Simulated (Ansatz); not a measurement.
Working through a convergence test of the k-point mesh of HfC, space group Fm-3m

Computed with Ansatz 0.2.0, Python API.

The script reads `hfc.extxyz`:
```text
2
Lattice="0.0 2.325 2.325 2.325 0.0 2.325 2.325 2.325 0.0" Properties=species:S:1:pos:R:3 pbc="T T T"
Hf    2.32500000    2.32500000    2.32500000
C     0.00000000    0.00000000    0.00000000
```

Notebook, run cell by cell (the value of a cell's last expression is shown):

```python
import ansatz
import pandas as pd
```

```python
crystal = ansatz.Crystal.from_extxyz("hfc.extxyz")

base = (
    crystal.calculation()
    .basis(450)  # plane waves up to this kinetic energy
    .occupations(ansatz.OccupationsMethod.GAUSSIAN, width=0.1)  # the run then minimises F = E - TS
    .functional("pbe")
)
```

```python
rows = []
for value in [(3, 3, 3), (4, 4, 4), (5, 5, 5), (7, 7, 7), (8, 8, 8), (10, 10, 10)]:
    data = base.kpoints(*value).run(threads=1, pin="off").report
    rows.append((value, data["free_energy_ev"] / len(data["lattice"]["sites"]), data["n_iterations"], data["n_kpoints"]))

table = pd.DataFrame(rows, columns=["mesh", "F/atom (eV)", "iterations", "k-points"])
table.round(5)
```

               mesh  F/atom (eV)  iterations  k-points
    0     (3, 3, 3)  -7986.96615           6         4
    1     (4, 4, 4)  -7987.03715           6         8
    2     (5, 5, 5)  -7987.04889           6        10
    3     (7, 7, 7)  -7987.06869           6        20
    4     (8, 8, 8)  -7987.07049           6        29
    5  (10, 10, 10)  -7987.07114           6        47

```python
# the last row is the reference
for row in rows[:-1]:
    shift = 1000 * (row[1] - rows[-1][1])
    print(f"{row[0]}: {shift:+.2f} meV/atom" + ("  (within 1 meV)" if abs(shift) < 1 else ""))
```

    (3, 3, 3): +104.99 meV/atom
    (4, 4, 4): +34.00 meV/atom
    (5, 5, 5): +22.26 meV/atom
    (7, 7, 7): +2.46 meV/atom
    (8, 8, 8): +0.66 meV/atom  (within 1 meV)

From 8×8×8 on it stays within 1 meV an atom of the value at 10×10×10; the first row (3×3×3) is off by 105.0 meV and the last but one by 0.66 meV. That rests on few rows after larger swings, so the series isn't shown to be converged.

Reading the output:
- The run is spin-unpolarised.
- Spin-orbit coupling, which matters for elements this heavy, is left out.
- The structure is a deposited one; some such entries were measured under pressure or heat, so a shift against it needn't be the functional's error alone.
- Shifts are counted from the finest mesh, which is itself no proven limit.
- Hardware and time: 4.5 s on 1 thread of Intel(R) Xeon(R) Processor @ 2.30GHz, with other jobs on the host, peak memory 0.52 GiB.
